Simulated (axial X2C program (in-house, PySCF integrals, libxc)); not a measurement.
**HfF: properties at the nuclei**

Aim: properties at the nuclei of HfF, with spin–orbit coupling in the Hamiltonian from the start.

Program: an in-house X2C program for linear molecules on PySCF integrals. Level of theory: two-component X2C with atomic mean-field terms, Hf dyall-cv3z, F dyall-av3z. These are calculated values, not measurements.

## (1) The job

task.json

```json
{"zs": [72, 9], "q": 0, "bas": ["dyall-cv3z", "dyall-av3z"], "r0": 2.16, "levels": ["PBE0", "HF", "r2SCAN", "LDA", "TPSSh"], "nst": 3}
```

Keys: zs atomic numbers; q charge; bas basis sets; r0 starting distance in Å; levels methods (HF also brings MP2); nst determinants followed.

Started as:

```sh
$ python soeom.py task.json out
```

Nuclei are Gaussian, cores are contracted, and the Gaunt term is on.

## (2) Expectation values, lowest determinant

R = 1.853 Å. State: Ω = 3/2 (excess of +ω over −ω: ω = 3/2).

Output of the PBE0 run:

```text
two-component X2C + atomic mean field  PBE0
basis functions 239  fitting functions 1188  grid points 5077
iter        total energy     max residual
   1     -15176.377949640     5.15e-06
   2     -15176.377949645     2.96e-06
   3     -15176.377949646     2.18e-06
converged
one-electron -21187.63600439  Coulomb 6161.97361169  exact exchange -79.42546041  xc functional -243.62750611  nuclear repulsion 185.05495557  atomic mean-field constant -12.71754600
```

The highest occupied spinor is 99% Hf d.

| level | Eeff magnitude (GV/cm) | Ws magnitude Hf (kHz) | A∥/gI Hf (MHz) | qzz Hf (a.u.) | A∥/gI F (MHz) | qzz F (a.u.) | μ (D) |
| --- | --- | --- | --- | --- | --- | --- | --- |
| PBE0 | 14.9 | 9.53 | 491 | -3.31 | 6.01 | 0.14 | -1.61 |
| HF | 81 | 52.5 | -268 | -4.81 | 5.74 | 0.03 | -1.05 |
| r2SCAN | 21.3 | 13.5 | 233 | -3.57 | 9 | 0.14 | -1.41 |
| LDA | 5.43 | 3.64 | 632 | -2.12 | 5.27 | 0.13 | -1.66 |
| TPSSh | 14.6 | 9.21 | 519 | -3.17 | 5.99 | 0.12 | -1.51 |

Eeff is the effective electric field on the electron dipole moment in this Ω state and Ws the scalar–pseudoscalar constant (defined with the proton number Z and per Ω); A∥ is the parallel hyperfine constant, which follows by multiplying with the nuclear g factor gI = μI/(I μN); qzz is the electric field gradient, eQq0 = 234.96 MHz × Q/barn × qzz; μ is positive if F is the positive end. The operators were transformed with the bare-nucleus X2C matrices.

## (3) Expectation values, a higher determinant

R = 1.853 Å. State: Ω = 5/2 (excess of +ω over −ω: ω = 5/2), 0.37 eV above the lowest in the PBE0 search for states (made at or near this distance, with looser thresholds).

Output of the PBE0 run:

```text
two-component X2C + atomic mean field  PBE0
basis functions 239  fitting functions 1188  grid points 5077
iter        total energy     max residual
   1     -15176.364508874     2.16e-05
   2     -15176.364508957     2.38e-05
   3     -15176.364508978     6.51e-06
   4     -15176.364509004     5.99e-06
   5     -15176.364509015     2.12e-06
   6     -15176.364509017     1.30e-06
converged
one-electron -21187.13270173  Coulomb 6161.47525364  exact exchange -79.42397238  xc functional -243.62049812  nuclear repulsion 185.05495557  atomic mean-field constant -12.71754600
```

The highest occupied spinor is 99% Hf d.

| level | Eeff magnitude (GV/cm) | Ws magnitude Hf (kHz) | A∥/gI Hf (MHz) | qzz Hf (a.u.) | A∥/gI F (MHz) | qzz F (a.u.) | μ (D) |
| --- | --- | --- | --- | --- | --- | --- | --- |
| PBE0 | 13.7 | 5.11 | 347 | -3.56 | -1.83 | 0.14 | -1.62 |
| HF | 59.9 | 22.5 | 644 | -5.93 | -5.73 | 0.02 | -1.04 |
| r2SCAN | 22.3 | 8.34 | 560 | -3.93 | -2.49 | 0.15 | -1.41 |
| LDA | 5.98 | 2.25 | 319 | -2.41 | -0.038 | 0.13 | -1.66 |
| TPSSh | 14.8 | 5.45 | 360 | -3.48 | -1.12 | 0.13 | -1.52 |

## (4) Expectation values, a higher determinant

R = 1.853 Å. State: Ω = 1/2 (excess of +ω over −ω: ω = 1/2), 0.71 eV above the lowest in the PBE0 search for states (made at or near this distance, with looser thresholds).

Output of the PBE0 run:

```text
two-component X2C + atomic mean field  PBE0
basis functions 239  fitting functions 1188  grid points 5077
iter        total energy     max residual
   1     -15176.351952304     6.85e-06
   2     -15176.351952312     3.74e-06
   3     -15176.351952315     3.26e-06
   4     -15176.351952316     1.54e-06
converged
one-electron -21186.57649468  Coulomb 6160.92477965  exact exchange -79.42063424  xc functional -243.61701262  nuclear repulsion 185.05495557  atomic mean-field constant -12.71754600
```

The highest occupied spinor is 72% Hf d, 18% Hf p, 5% F p.

| level | Eeff magnitude (GV/cm) | Ws magnitude Hf (kHz) | A∥/gI Hf (MHz) | qzz Hf (a.u.) | A∥/gI F (MHz) | qzz F (a.u.) | μ (D) |
| --- | --- | --- | --- | --- | --- | --- | --- |
| PBE0 | 6.48 | 14.5 | 1590 | -7.35 | 86.9 | 0.22 | -1.05 |
| HF | 2.93 | 4.99 | 2000 | -9.22 | 46.5 | 0.08 | -0.97 |
| r2SCAN | 17 | 34.8 | 1350 | -7.26 | 81.8 | 0.20 | -0.78 |
| LDA | 2.46 | 6.63 | 1330 | -6.79 | 114 | 0.22 | -1.02 |
| TPSSh | 8.99 | 19.2 | 1500 | -7.13 | 89.9 | 0.20 | -0.89 |

## (5) Results

| quantity | value |
| --- | --- |
| lowest determinant | Ω = 3/2 (excess of +ω over −ω: ω = 3/2) |
| Eeff magnitude (GV/cm), PBE0 | 14.9 |
| Ws magnitude Hf (kHz), PBE0 | 9.53 |
| A∥/gI Hf (MHz), PBE0 | 491 |
| qzz Hf (a.u.), PBE0 | -3.31 |
| higher determinant | Ω = 5/2 (excess of +ω over −ω: ω = 5/2) |
| Eeff magnitude (GV/cm), PBE0, higher determinant | 13.7 |
| Ws magnitude Hf (kHz), PBE0, higher determinant | 5.11 |
| A∥/gI Hf (MHz), PBE0, higher determinant | 347 |
| qzz Hf (a.u.), PBE0, higher determinant | -3.56 |
| higher determinant | Ω = 1/2 (excess of +ω over −ω: ω = 1/2) |
| Eeff magnitude (GV/cm), PBE0, higher determinant | 6.48 |
| Ws magnitude Hf (kHz), PBE0, higher determinant | 14.5 |
| A∥/gI Hf (MHz), PBE0, higher determinant | 1590 |
| qzz Hf (a.u.), PBE0, higher determinant | -7.35 |

What this shows: In the first state, the effective field runs from 5.43 to 81 GV/cm over the mean-field levels, so the levels don't agree on it. The expectation values come from single determinants, which for open shells can mix terms of unlike spin or miss the lowest Ω, so a determinant need not be a state. Eeff is the effective electric field on the electron dipole moment in this Ω state and Ws the scalar–pseudoscalar constant (defined with the proton number Z and per Ω); A∥ is the parallel hyperfine constant, which follows by multiplying with the nuclear g factor gI = μI/(I μN); qzz is the electric field gradient, eQq0 = 234.96 MHz × Q/barn × qzz; μ is positive if F is the positive end. The operators were transformed with the bare-nucleus X2C matrices.
